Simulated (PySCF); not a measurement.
**Xe: changing the method**

Starting from one script, swap the method and compare what comes out for Xe.

Computed with PySCF 2.14.0. Level: method and basis as typed in the scripts.

5 further runs of the same task are left out: 4 for a known fault of the program, 1 that didn't finish.

**1. The atom**

Xe: 1 atom, charge 0, spin multiplicity 1.

**2. Base script**

File input.py:

```python
from pyscf import gto, scf, mp

mol = gto.M(
    atom='Xe 0 0 0',
    basis='jorge-dzp',
    charge=0,
    spin=0,
    verbose=4,
)
mf = scf.UHF(mol)
mf.kernel()
mp.MP2(mf, frozen=18).kernel()
mf.dip_moment()
print('orbital energies (hartree):', [e[max(0, n-3):n+3].round(4) for e, n in zip(mf.mo_energy, mol.nelec)])
```

Started as:

```console
$ OMP_NUM_THREADS=1 python input.py
```

**3. Stability test**

Variant 1 changes step after the SCF: mp2 → stability.

Edit input.py of step 2 so:

```diff
@@ -1,2 +1,2 @@
-from pyscf import gto, scf, mp
+from pyscf import gto, scf
 
@@ -11,3 +11,3 @@
 mf.kernel()
-mp.MP2(mf, frozen=18).kernel()
+mf.stability(internal=True, external=True)
 mf.dip_moment()
```

**4. MP2**

Variant 2 changes frozen orbitals: 18 → none.

Edit input.py of step 2 so:

```diff
@@ -11,3 +11,3 @@
 mf.kernel()
-mp.MP2(mf, frozen=18).kernel()
+mp.MP2(mf).kernel()
 mf.dip_moment()
```

**5. O3lyp (UKS)**

Variant 3 changes functional: none (Hartree–Fock) → o3lyp; SCF type: UHF → UKS; step after the SCF: mp2 → analyze.

File input.py:

```python
from pyscf import gto, dft

mol = gto.M(
    atom='Xe 0 0 0',
    basis='jorge-dzp',
    charge=0,
    spin=0,
    verbose=4,
)
mf = dft.UKS(mol, xc='o3lyp')
mf.kernel()
mf.analyze()
print('orbital energies (hartree):', [e[max(0, n-3):n+3].round(4) for e, n in zip(mf.mo_energy, mol.nelec)])
```

**6. Tpssh (UKS)**

Variant 4 changes functional: none (Hartree–Fock) → tpssh; SCF type: UHF → UKS; step after the SCF: mp2 → analyze.

File input.py:

```python
from pyscf import gto, dft

mol = gto.M(
    atom='Xe 0 0 0',
    basis='jorge-dzp',
    charge=0,
    spin=0,
    verbose=4,
)
mf = dft.UKS(mol, xc='tpssh')
mf.kernel()
mf.analyze()
print('orbital energies (hartree):', [e[max(0, n-3):n+3].round(4) for e, n in zip(mf.mo_energy, mol.nelec)])
```

**7. Hcth407 (UKS)**

Variant 5 changes functional: none (Hartree–Fock) → hcth407; SCF type: UHF → UKS; step after the SCF: mp2 → analyze.

File input.py:

```python
from pyscf import gto, dft

mol = gto.M(
    atom='Xe 0 0 0',
    basis='jorge-dzp',
    charge=0,
    spin=0,
    verbose=4,
)
mf = dft.UKS(mol, xc='hcth407')
mf.kernel()
mf.analyze()
print('orbital energies (hartree):', [e[max(0, n-3):n+3].round(4) for e, n in zip(mf.mo_energy, mol.nelec)])
```

**8. Polarisability**

Variant 6 changes step after the SCF: mp2 → polarizability.

Edit input.py of step 2 so:

```diff
@@ -1,2 +1,3 @@
-from pyscf import gto, scf, mp
+from pyscf import gto, scf
+from pyscf.prop.polarizability import uhf as pol
 
@@ -11,3 +12,4 @@
 mf.kernel()
-mp.MP2(mf, frozen=18).kernel()
+print('polarizability (a.u.)')
+print(pol.Polarizability(mf).polarizability().round(4))
 mf.dip_moment()
```

Q: Predict the outcome of this session. Wanted: for each run, E(SCF); from base; gap; after the SCF.

**Answer**, as computed:

```tsv
run	E(SCF) (hartree)	from base (eV)	cycles	gap (eV)	after the SCF
base	-7225.180380	0	6	21.51	MP2 correlation -10.831 eV, core frozen
stability test	-7225.180380	0.0000	6	21.51	stable
MP2	-7225.180380	0.0000	6	21.51	MP2 correlation -15.080 eV
o3lyp (UKS)	-7229.587779	not comparable	7	14.25	n/a
tpssh (UKS)	-7227.523561	not comparable	7	14.93	n/a
hcth407 (UKS)	-7231.897393	not comparable	7	13.61	n/a
polarisability	-7225.180380	0.0000	6	21.51	n/a
```

In words: The gap between the frontier levels is 13.6 eV with hcth407 (0 % exact exchange) and 14.3 eV with o3lyp (12 %). Total energies of different functionals can't be compared with each other; differences within one functional can.
